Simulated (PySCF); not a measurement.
# C₆H₁₁O₂+: magnetic properties

What do calculations give for the magnetic properties of C₆H₁₁O₂+ (`C=C[C+](COC)OC`)?

Programs: PySCF 2.14.0, with routines of our own; each step states its level. All values are computed. Atoms count from 0.

## (1) The system as given

19 atoms, charge 1, multiplicity 1; geometry from: GFN2-xTB.

## (2) Magnetic properties: GIAO B97-2/pcSseg-1

The job: settings as JSON, then the geometry in Å.

```
{"job": {"kind": "mag", "xc": "B97-2", "basis": "pcSseg-1", "isotopologues": 2}, "charge": 1, "multiplicity": 1}
C     -2.291751     1.968219     0.046225
C     -1.031871     1.508018    -0.014682
C     -0.697344     0.113004     0.030468
C      0.732010    -0.288372    -0.012358
O      1.577890     0.808244    -0.072881
C      2.954234     0.472333    -0.165974
O     -1.641902    -0.747679     0.102263
C     -1.416289    -2.148404     0.144256
H     -3.139669     1.307482     0.143246
H     -2.496719     3.025416     0.001666
H     -0.183679     2.172501    -0.100934
H      0.880459    -0.959908    -0.884957
H      0.946778    -0.914501     0.879778
H      3.486870     1.418314    -0.209500
H      3.158061    -0.104325    -1.072722
H      3.283928    -0.092304     0.710674
H     -0.842604    -2.428851     1.031249
H     -0.886097    -2.489575    -0.748253
H     -2.402110    -2.610362     0.184973
```

Method: GIAO B97-2/pcSseg-1 magnetisability, rotational g tensor and spin-rotation constants, non-relativistic, gas phase.

The run is started by

```bash
> OMP_NUM_THREADS=1 python excited_run.py task.json out
```

The driver reads the jobs from task.json and runs them one after another.

Standard output:

```text
coarse grid: 15512 points
cycle   1  E = -385.0407912612  dE =  1.312e+00  |g| = 7.189e-01  |ddm| = 3.754e+00
cycle   2  E = -384.8702133445  dE =  1.706e-01  |g| = 1.181e+00  |ddm| = 1.479e+00
cycle   3  E = -385.1389425927  dE = -2.687e-01  |g| = 9.370e-02  |ddm| = 9.775e-01
cycle   4  E = -385.1398753011  dE = -9.327e-04  |g| = 6.711e-02  |ddm| = 1.133e-01
cycle   5  E = -385.1410257252  dE = -1.150e-03  |g| = 1.334e-02  |ddm| = 6.248e-02
cycle   6  E = -385.1410627747  dE = -3.705e-05  |g| = 4.986e-03  |ddm| = 1.285e-02
cycle   7  E = -385.1410687776  dE = -6.003e-06  |g| = 1.393e-03  |ddm| = 4.872e-03
final grid: 148760 points
cycle   8  E = -385.2049569011  dE = -7.464e-05  |g| = 8.385e-03  |ddm| = 3.937e-02
cycle   9  E = -385.2049320012  dE =  2.490e-05  |g| = 1.419e-02  |ddm| = 1.458e-02
cycle  10  E = -385.2049690457  dE = -3.704e-05  |g| = 1.296e-03  |ddm| = 9.964e-03
cycle  11  E = -385.2049694125  dE = -3.668e-07  |g| = 3.806e-04  |ddm| = 1.234e-03
cycle  12  E = -385.2049694377  dE = -2.510e-08  |g| = 1.474e-04  |ddm| = 3.794e-04
cycle  13  E = -385.2049694421  dE = -4.428e-09  |g| = 2.747e-05  |ddm| = 1.210e-04
cycle  14  E = -385.2049694422  dE = -1.500e-10  |g| = 1.361e-05  |ddm| = 3.594e-05
converged SCF energy = -385.2049694422

Magnetisability tensor (1e-30 J/T^2)
     -962.89       43.89      -17.85
       43.89     -972.86      -16.17
      -17.85      -16.17    -1257.61
isotropic -1064.45   principal values   -1259.34  -1012.05   -921.98
isotropic susceptibility -64.103 1e-6 cm^3/mol

Inertial axes            a          b          c
rot. const./GHz      2.6577     1.3919     0.9296
chi total           -57.259    -59.215    -75.835
chi diamagnetic    -561.801   -968.615  -1407.449
chi paramagnetic    504.542    909.400   1331.614
quadrupole/D A       10.772      9.189    -19.961
g nuclear            0.6198     0.5912     0.5940
g electronic        -0.6300    -0.5947    -0.5816
g total             -0.0102    -0.0035     0.0124

Spin-rotation constants (kHz, H = +C I.J)
atom  isotope        aa         bb         cc
  8     1H        0.139     -0.077     -0.121
  9     1H       -0.329      0.159     -0.118
 10     1H        0.063     -0.043     -0.117
 11     1H       -0.260     -0.099     -0.033
 12     1H       -0.261     -0.095     -0.034
 13     1H       -0.151     -0.011     -0.109
 14     1H       -0.277     -0.112     -0.011
 15     1H       -0.273     -0.099     -0.021
 16     1H       -0.244     -0.132     -0.017
 17     1H       -0.230     -0.132     -0.023
 18     1H        0.092     -0.136     -0.113
  0    13C*       1.209      0.758      0.099
  1    13C*       0.987      0.616      0.109
  2    13C*       1.477      0.795      0.196
  3    13C*       0.582      0.321      0.205
  4    17O*      -0.217     -0.050     -0.068
  5    13C*       0.384      0.319      0.219
  6    17O*      -0.805     -0.674     -0.029
  7    13C*       0.644      0.193      0.208
* in the singly substituted isotopologue

Isotopologues: g along a, b, c
2H    at 8,9,10,11,12,1    -0.0084    -0.0029     0.0105
13C   at 0                 -0.0099    -0.0035     0.0123
```

Run time: 74 s. Hardware: 1 thread of Arm Neoverse N1, shared host; peak memory 0.84 GiB.

From this job:

```
              quantity                     value
       magnetisability          -1064·10⁻³⁰ J/T²
  molar susceptibility        -64.1·10⁻⁶ cm³/mol
rotational g (a, b, c)  -0.0102, -0.0035, 0.0124
```

Orbitals, density, ELF and potential are computed afterwards from the orbital file.

Frontier orbitals at B97-2/pcSseg-1, with the share of their density that lies nearest to each atom:

```
orbital  energy (eV)                           lies on
   HOMO       -11.77  O4 63 %; H14, H15 about 9 % each
   LUMO        -7.89         C2 36 %; C0 26 %; O6 13 %
```

ELF in a plane through or near 13 of the atoms.

Ten even steps from '0' (0.00) to '9' (1.00):
```
0000000000000000000000000000
0000000000000000000000000000
0000000000000000000000000000
0000000000000000079981000000
0000000000002530099995000000
0000001000008996169971000000
0000899300204998568388610000
0004999804860580685999950000
0002999847371058821699920000
0000243848484753411000000000
0000026741218685848840000000
0000002310266311637510000000
0000000000033002464210000000
0000000000000015489999200000
0000000000000014549999300000
0000000000000000116997000000
0000000000000000000000000000
0000000000000000000000000000
0000000000000000000000000000
0000000000000000000000000000
```
The map spans 12.3 Å across and 11.5 Å up, centred on the molecule. Atoms in the plane (x, y in Å): C0 (2.2, 2.1), C1 (0.9, 1.6), C2 (0.7, 0.2), C3 (-0.7, -0.3), O4 (-1.6, 0.7), C5 (-3.0, 0.3), O6 (1.7, -0.7), C7 (1.5, -2.1), H8 (3.1, 1.5), H9 (2.3, 3.2), H10 (0.1, 2.2), H13 (-3.6, 1.2), H18 (2.6, -2.5).

On the surface of density 0.002 e/bohr³ the electrostatic potential runs, from the 1st to the 99th percentile, from 2.75 V near O4 to 5.73 V near H11.

## (3) Magnetic properties: GIAO KT2/ANO-RCC-VDZP

Settings changed since step 2:

```diff
@@ -1,2 +1,2 @@
-{"job": {"kind": "mag", "xc": "B97-2", "basis": "pcSseg-1", "isotopologues": 2}, "charge": 1, "multiplicity": 1}
+{"job": {"kind": "mag", "xc": "KT2", "basis": "ANO-RCC-VDZP"}, "charge": 1, "multiplicity": 1}
 C     -2.291751     1.968219     0.046225
```

Level: GIAO KT2/ANO-RCC-VDZP magnetisability, rotational g tensor and spin-rotation constants, non-relativistic, gas phase.

Standard output:

```text
coarse grid: 15512 points
cycle   1  E = -391.6842268585  dE =  1.204e+00  |g| = 8.199e-01  |ddm| = 5.974e+00
cycle   2  E = -389.7102175098  dE =  1.974e+00  |g| = 2.504e+00  |ddm| = 3.944e+00
cycle   3  E = -391.6703400472  dE = -1.960e+00  |g| = 8.145e-01  |ddm| = 3.855e+00
cycle   4  E = -391.8141179342  dE = -1.438e-01  |g| = 2.118e-01  |ddm| = 8.128e-01
cycle   5  E = -391.8186763967  dE = -4.558e-03  |g| = 1.719e-01  |ddm| = 3.467e-01
cycle   6  E = -391.8246675984  dE = -5.991e-03  |g| = 5.703e-02  |ddm| = 2.286e-01
cycle   7  E = -391.8252165144  dE = -5.489e-04  |g| = 3.871e-02  |ddm| = 1.149e-01
cycle   8  E = -391.8256690307  dE = -4.525e-04  |g| = 8.140e-03  |ddm| = 5.331e-02
cycle   9  E = -391.8256855286  dE = -1.650e-05  |g| = 2.060e-03  |ddm| = 9.243e-03
cycle  10  E = -391.8256864838  dE = -9.552e-07  |g| = 6.172e-04  |ddm| = 2.458e-03
final grid: 148760 points
cycle  11  E = -391.8189865539  dE = -2.012e-04  |g| = 1.387e-02  |ddm| = 8.969e-02
cycle  12  E = -391.8189408352  dE =  4.572e-05  |g| = 1.925e-02  |ddm| = 3.952e-02
cycle  13  E = -391.8190330097  dE = -9.217e-05  |g| = 4.769e-03  |ddm| = 2.534e-02
cycle  14  E = -391.8190375297  dE = -4.520e-06  |g| = 9.068e-04  |ddm| = 4.930e-03
cycle  15  E = -391.8190376713  dE = -1.416e-07  |g| = 5.092e-04  |ddm| = 1.498e-03
cycle  16  E = -391.8190377274  dE = -5.609e-08  |g| = 1.303e-04  |ddm| = 6.261e-04
cycle  17  E = -391.8190377316  dE = -4.230e-09  |g| = 6.229e-05  |ddm| = 2.292e-04
cycle  18  E = -391.8190377327  dE = -1.099e-09  |g| = 1.695e-05  |ddm| = 7.548e-05
cycle  19  E = -391.8190377328  dE = -6.298e-11  |g| = 3.524e-06  |ddm| = 1.937e-05
converged SCF energy = -391.8190377328

Magnetisability tensor (1e-30 J/T^2)
     -947.28       39.34      -16.18
       39.34     -963.27      -14.39
      -16.18      -14.39    -1215.98
isotropic -1042.18   principal values   -1217.53   -995.41   -913.59
isotropic susceptibility -62.761 1e-6 cm^3/mol

Inertial axes            a          b          c
rot. const./GHz      2.6577     1.3919     0.9296
chi total           -56.401    -58.566    -73.318
chi diamagnetic    -561.290   -967.697  -1406.598
chi paramagnetic    504.889    909.131   1333.280
quadrupole/D A       11.194      8.921    -20.115
g nuclear            0.6198     0.5912     0.5940
g electronic        -0.6304    -0.5945    -0.5823
g total             -0.0106    -0.0033     0.0117

Spin-rotation constants (kHz, H = +C I.J)
atom  isotope        aa         bb         cc
  8     1H        0.143     -0.074     -0.123
  9     1H       -0.317      0.154     -0.121
 10     1H        0.071     -0.038     -0.118
 11     1H       -0.253     -0.090     -0.030
 12     1H       -0.255     -0.086     -0.031
 13     1H       -0.144     -0.011     -0.110
 14     1H       -0.276     -0.111     -0.009
 15     1H       -0.272     -0.097     -0.019
 16     1H       -0.242     -0.131     -0.014
 17     1H       -0.228     -0.130     -0.019
 18     1H        0.096     -0.137     -0.114
  0    13C*       1.129      0.685      0.090
  1    13C*       0.934      0.576      0.102
  2    13C*       1.354      0.749      0.195
  3    13C*       0.570      0.312      0.206
  4    17O*      -0.245     -0.086     -0.073
  5    13C*       0.365      0.311      0.217
  6    17O*      -0.776     -0.639     -0.034
  7    13C*       0.620      0.186      0.200
* in the singly substituted isotopologue
```

Run time: 4.5 min. Hardware: 1 thread of Arm Neoverse N1, shared host; peak memory 0.71 GiB.

In short:

```
              quantity                     value
       magnetisability          -1042·10⁻³⁰ J/T²
  molar susceptibility        -62.8·10⁻⁶ cm³/mol
rotational g (a, b, c)  -0.0106, -0.0033, 0.0117
```

## (4) The levels compared

```
                level  ξ (10⁻³⁰ J/T²)     g(a)     g(b)  gap (eV)  functions     time
  GIAO B97-2/pcSseg-1           -1064  -0.0102  -0.0035      3.88        191     74 s
GIAO KT2/ANO-RCC-VDZP           -1042  -0.0106  -0.0033      1.97        167  4.5 min
```

## (5) Results

| quantity | value |
| --- | --- |
| magnetisability (step 2, GIAO B97-2/pcSseg-1) | -1064·10⁻³⁰ J/T² |
| molar susceptibility (step 2, GIAO B97-2/pcSseg-1) | -64.1·10⁻⁶ cm³/mol |
| rotational g (a, b, c) (step 2, GIAO B97-2/pcSseg-1) | -0.0102, -0.0035, 0.0124 |
| magnetisability over the levels | -1064 to -1042·10⁻³⁰ J/T² |

In words: For an ion, the motion of the centre of mass in the field is left out. By nearest atom (B97-2/pcSseg-1), the HOMO sits on O4 63 %; H14, H15 about 9 % each and the LUMO on C2 36 %; C0 26 %. The magnetisability spreads by 2.1 % over 2 levels, from GIAO B97-2/pcSseg-1 (74 s) to GIAO KT2/ANO-RCC-VDZP (4.5 min); the runs took 74 s to 4.5 min. Two levels can agree by chance, so this spread shows no convergence. Vibrational averaging and real surroundings are missing from these values.
